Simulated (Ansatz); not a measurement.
# LiSc12: the cost of one run

Program: Ansatz 0.2.0. Level of theory: DFT PBE+D3(BJ), plane waves, PAW, scalar-relativistic, no spin polarisation. These are calculated values, not measurements.

### 1 Starting point

The cell holds 13 atoms (LiSc12): a = 6.620 Å, b = 9.930 Å, c = 5.276 Å, α = 90.00°, β = 90.00°, γ = 120.00°.

As a file:

```
CELL_PARAMETERS angstrom
6.62000 0.00000 0.00000
-4.96500 8.59963 0.00000
0.00000 0.00000 5.27614
ATOMIC_POSITIONS crystal
Sc 0.00000 0.00000 0.00000
Sc 0.16667 0.22222 0.50000
Sc 0.00000 0.33333 0.00000
Sc 0.16667 0.55556 0.50000
Sc 0.00000 0.66667 0.00000
Sc 0.16667 0.88889 0.50000
Sc 0.50000 0.00000 0.00000
Sc 0.66667 0.22222 0.50000
Sc 0.50000 0.33333 0.00000
Sc 0.66667 0.55556 0.50000
Sc 0.50000 0.66667 0.00000
Sc 0.66667 0.88889 0.50000
Li 0.82806 0.77650 0.74170
```

### 2 Relaxing the start

input.yaml reads:

```yaml
crystal:
  lattice:
    - [6.62, 0.0, 0.0]
    - [-4.965, 8.599632, 0.0]
    - [0.0, 0.0, 5.27614]
  atoms:
    - { symbol: Sc, position: [0.0, 0.0, 0.0] }
    - { symbol: Sc, position: [0.1666667, 0.2222222, 0.5] }
    - { symbol: Sc, position: [0.0, 0.3333333, 0.0] }
    - { symbol: Sc, position: [0.1666667, 0.5555556, 0.5] }
    - { symbol: Sc, position: [0.0, 0.6666667, 0.0] }
    - { symbol: Sc, position: [0.1666667, 0.8888889, 0.5] }
    - { symbol: Sc, position: [0.5, 0.0, 0.0] }
    - { symbol: Sc, position: [0.6666667, 0.2222222, 0.5] }
    - { symbol: Sc, position: [0.5, 0.3333333, 0.0] }
    - { symbol: Sc, position: [0.6666667, 0.5555556, 0.5] }
    - { symbol: Sc, position: [0.5, 0.6666667, 0.0] }
    - { symbol: Sc, position: [0.6666667, 0.8888889, 0.5] }
    - { symbol: Li, position: [0.8280642, 0.7765019, 0.7417034] }
basis:
  ecutwfc: 420.0
kpoints:
  mp_grid: { grid: [2, 1, 2] }
hamiltonian:
  xc: pbe
  dispersion: d3bj
scf:
  occupations: { method: fermi_dirac, width: 0.05 }
  lower_state_search: "off"
relax:
  f_tol: 0.08
  max_steps: 25
  adjacent_minimum: "off"
output:
  write_density: true
  write_potential: true
  elf: true
  volumetric_format: npy
```

The run is started by

```sh
$ ansatz run input.yaml --threads 1 --pin off --max-ram 3072MiB --backend cpu --events-out ev --progress --plain --runs-dir out
```

What time and memory should one allow on 1 thread of Arm Neoverse V2, shared host?

About 32 s, with a peak of 0.53 GiB.
